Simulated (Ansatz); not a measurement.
**CH3Cl3Si: a ladder of functionals and wavefunction methods**

Aim: compute CH3Cl3Si with functionals from several rungs and with coupled cluster. The yardstick is the atomisation energy at the CCSD(T) limit.

Computed with Ansatz 0.2.0, Gaussian basis. Level: functionals in def2-TZVPP, the program's frozen cores in correlated methods.

Plan: LDA (SPW92), PBE-D4, revPBE-D4, BLYP-D4, r2SCAN-D4, B97M-V, PBE0-D4, B3LYP-D4, r2SCANh-D4, r2SCAN0-D4, HSE06-D4, BHLYP-D4, CAM-B3LYP-D4, LC-ωPBE, ωB97X-V, ωB97M-V, B2PLYP, PBE-QIDH; CCSD(T)/def2-SVP; CCSD(T)/def2-TZVPP; MP2/def2-QZVPP; extrapolation to the limit; RPA on PBE.

### Step 1. The relaxed structure

All runs share one geometry, relaxed beforehand with PBE0-D4 in a triple-zeta def2 set.

SMILES `C[Si](Cl)(Cl)Cl`, 8 atoms, charge 0, spin multiplicity 1.

Atoms are counted from 1 here; the program's logs count them from 0.

Bond lengths: C1–Si2 1.841 Å, C1–H6 1.092 Å, C1–H7 1.092 Å, C1–H8 1.092 Å, Si2–Cl3 2.039 Å, Si2–Cl4 2.039 Å, Si2–Cl5 2.039 Å. Angles: Si2–C1–H6 110.0°, Si2–C1–H7 110.0°, Si2–C1–H8 110.0°, H6–C1–H7 109.0°, H6–C1–H8 109.0°, H7–C1–H8 109.0°, C1–Si2–Cl3 110.6°, C1–Si2–Cl4 110.6°, C1–Si2–Cl5 110.6°, Cl3–Si2–Cl4 108.3°, Cl3–Si2–Cl5 108.3°, Cl4–Si2–Cl5 108.3°.

### Step 2. LDA

This LDA is Slater exchange with PW92 correlation.

The input, in.yaml:

```yaml
crystal:
  periodic: [false, false, false]
  atoms:
    - {symbol: C, position_ang: [-0.728944, -0.279622, 0.686094]}
    - {symbol: Si, position_ang: [0.568945, 0.197949, -0.528703]}
    - {symbol: Cl, position_ang: [2.360420, -0.640022, -0.033581]}
    - {symbol: Cl, position_ang: [0.065869, -0.429491, -2.402198]}
    - {symbol: Cl, position_ang: [0.801240, 2.222983, -0.573755]}
    - {symbol: H, position_ang: [-0.844467, -1.365247, 0.700804]}
    - {symbol: H, position_ang: [-0.448332, 0.061081, 1.684753]}
    - {symbol: H, position_ang: [-1.682629, 0.175167, 0.410786]}
basis:
  gaussian: {orbitals: def2-TZVPP}
hamiltonian: {xc: lda}
output: {orbitals: {seedname: orbitals}}
```

After this run come: PBE-D4 (GGA); revPBE-D4 (GGA); BLYP-D4 (GGA); r2SCAN-D4 (meta-GGA); B97M-V (meta-GGA); PBE0-D4 (hybrid); B3LYP-D4 (hybrid); r2SCANh-D4 (hybrid); r2SCAN0-D4 (hybrid); HSE06-D4 (hybrid); BHLYP-D4 (hybrid); CAM-B3LYP-D4 (range-separated); LC-ωPBE-D4 (range-separated); ωB97X-V (range-separated); ωB97M-V (range-separated); B2PLYP (double hybrid); PBE-QIDH (double hybrid); CCSD(T) in def2-SVP; CCSD(T) in def2-TZVPP; MP2 in def2-QZVPP; RPA on PBE orbitals.

**Question.** What will the summary of the whole plan be? Wanted: atomisation energy, CCSD(T)/CBS; farthest beyond LDA; mean size of error, GGA; mean size of error, meta-GGA; mean size of error, hybrid; mean size of error, range-separated; mean size of error, double hybrid; gap, smallest and largest; T1 diagnostic.

**Answer**, as computed:

```
                               quantity                                                         value
        atomisation energy, CCSD(T)/CBS                                                681.4 kcal/mol
functionals within 3.4 kcal/mol (0.5 %)  PBE0-D4, r2SCANh-D4, r2SCAN0-D4, HSE06-D4, ωB97X-V, PBE-QIDH
                    farthest beyond LDA                                     BHLYP-D4 (-20.4 kcal/mol)
                mean size of error, GGA                                                  9.6 kcal/mol
           mean size of error, meta-GGA                                                  6.4 kcal/mol
             mean size of error, hybrid                                                  6.3 kcal/mol
    mean size of error, range-separated                                                  5.1 kcal/mol
      mean size of error, double hybrid                                                  7.1 kcal/mol
              gap, smallest and largest                     6.85 eV (LDA (SPW92)), 14.66 eV (LC-ωPBE)
                          T1 diagnostic                                                        0.0087
triples share of the correlation energy                                                         4.1 %
```

What this shows: The LDA atomisation energy is off by 87.8 kcal/mol (13 %): it overbinds. PBE-D4 misses by +7.8 kcal/mol. Double hybrids carry the basis error of their MP2 part in triple zeta, and no dispersion term here, so their miss is partly the set-up's. By mean error the best rung here is range-separated (5.1 kcal/mol) and the worst beyond LDA is GGA (9.6 kcal/mol). The gap between the best rungs is small, so their order is not settled. The reference freezes the cores and leaves out relativity and excitations past (T), so misses under about 3.4 kcal/mol can't be ranked. Hartree-Fock recovers 76 % of the binding; the rest is correlation. CCSD(T) in def2-SVP is off by -51.7 kcal/mol, so the small basis spoils what the method gains. Orbital gaps span 6.8 to 14.7 eV; exact exchange widens them.
